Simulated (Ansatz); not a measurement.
# Ge2O: the cost of one run

Program: Ansatz 0.2.0, Gaussian basis. Level of theory: cc-pVDZ, core rule «outside noble gas», up to 29 orbitals frozen. These are calculated values, not measurements.

The runs, in order: UHF; CCSD(T) on RHF; BCCD(T) on RHF; CISD; CCSDT(Q) on RHF.

31 further runs of the same task are left out: 22 that didn't finish, 9 set aside as unsound or not needed. Runs told in other sessions of the task aren't counted.

### 1 The system

The geometry is a PBE0/def2-TZVP stationary point (not a proven minimum) with its atoms shifted at random (size 0.040 Å). No spin-orbit coupling is included. The filled d shell of Ge may be among the frozen orbitals whatever the setting's name suggests.

3 atoms, charge 0, spin multiplicity 1.

Atoms are counted from 1 here; the program's logs count them from 0.

Bond lengths: Ge1–Ge2 2.395 Å, Ge2–O3 1.673 Å. Angles: Ge1–Ge2–O3 177.1°.

### 2 UHF

Input file in.yaml:

```yaml
crystal:
  periodic: [false, false, false]
  atoms:
    - {symbol: Ge, position_ang: [-0.015433, -0.009008, 2.153624]}
    - {symbol: Ge, position_ang: [-0.016266, -0.025151, -0.241270]}
    - {symbol: O, position_ang: [0.031698, 0.034159, -1.912354]}
basis:
  gaussian: {orbitals: cc-pVDZ}
magnetization: {spin_polarized: true, initial_magnetization: 0}
hamiltonian: {xc: hf}
output: {orbitals: {seedname: orbitals}}
```

On the command line:

```console
$ ansatz run in.yaml --threads 1 --pin off --events-out ev --progress --plain --max-ram 2393MiB
```

Q: Estimate wall time and peak memory on 1 thread of Arm Neoverse V1, shared host.

About 69 s, with a peak of 0.3 GiB.
